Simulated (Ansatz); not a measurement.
**CH4FISi: small, medium and large basis sets**

How large a basis does CH4FISi need? Two functionals are run in growing sets.

Program: Ansatz 0.2.0, Gaussian basis. Level of theory: one geometry, several basis sets. These are calculated values, not measurements.

Levels to be run: PBE0-D4/def2-SVP; ωB97M-V/def2-SVP; PBE0-D4/def2-QZVPP; ωB97M-V/def2-QZVPP; the functionals' def2-TZVPP values are taken from earlier runs.

## Step 1: The geometry

An earlier PBE0-D4 in a triple-zeta def2 set relaxation fixed the geometry. I takes the def2 core potential; no spin-orbit term is included.

SMILES `C[SiH](F)I`, 8 atoms, charge 0, spin multiplicity 1.

Atoms are counted from 1 here; the program's logs count them from 0.

Bond lengths: C1–Si2 1.847 Å, C1–H5 1.092 Å, C1–H6 1.092 Å, C1–H7 1.094 Å, Si2–F3 1.596 Å, Si2–I4 2.435 Å, Si2–H8 1.479 Å. Angles: Si2–C1–H5 110.3°, Si2–C1–H6 110.7°, Si2–C1–H7 109.9°, H5–C1–H6 108.5°, H5–C1–H7 108.7°, H6–C1–H7 108.8°, C1–Si2–F3 109.4°, C1–Si2–I4 110.6°, C1–Si2–H8 113.8°, F3–Si2–I4 107.9°, F3–Si2–H8 107.4°, I4–Si2–H8 107.6°.

## Step 2: PBE0-D4 in def2-SVP

in.yaml

```yaml
crystal:
  periodic: [false, false, false]
  atoms:
    - {symbol: C, position_ang: [-0.168433, 0.993156, 0.186438]}
    - {symbol: Si, position_ang: [0.334538, -0.741250, -0.199031]}
    - {symbol: F, position_ang: [1.273854, -1.291777, 0.968115]}
    - {symbol: I, position_ang: [-1.619225, -2.188759, -0.333322]}
    - {symbol: H, position_ang: [-0.802586, 1.388923, -0.609857]}
    - {symbol: H, position_ang: [-0.725450, 1.033834, 1.124409]}
    - {symbol: H, position_ang: [0.718144, 1.627012, 0.275619]}
    - {symbol: H, position_ang: [1.081359, -0.878239, -1.468170]}
basis:
  gaussian: {orbitals: def2-SVP}
hamiltonian: {xc: pbe0, dispersion: d4}
output: {orbitals: {seedname: orbitals}}
```

After this run come: ωB97M-V in def2-SVP; PBE0-D4 in def2-QZVPP; ωB97M-V in def2-QZVPP.

Q: Predict the results of all the runs planned. Wanted: PBE0-D4: double and triple zeta above quadruple; ωB97M-V: double and triple zeta above quadruple.

The runs gave:

| quantity | value |
| --- | --- |
| PBE0-D4: double and triple zeta above quadruple | 8.43, 0.52 eV |
| ωB97M-V: double and triple zeta above quadruple | 8.58, 0.49 eV |

**Reading.** PBE0-D4 gains 7.90 eV from double to triple zeta, then 0.52 eV more. Total energies overstate the basis error of differences, where much of it tends to cancel. The LUMO of ωB97M-V is positive and keeps falling with the basis (2.04 to 1.37 eV): an unbound level that the basis holds in place.
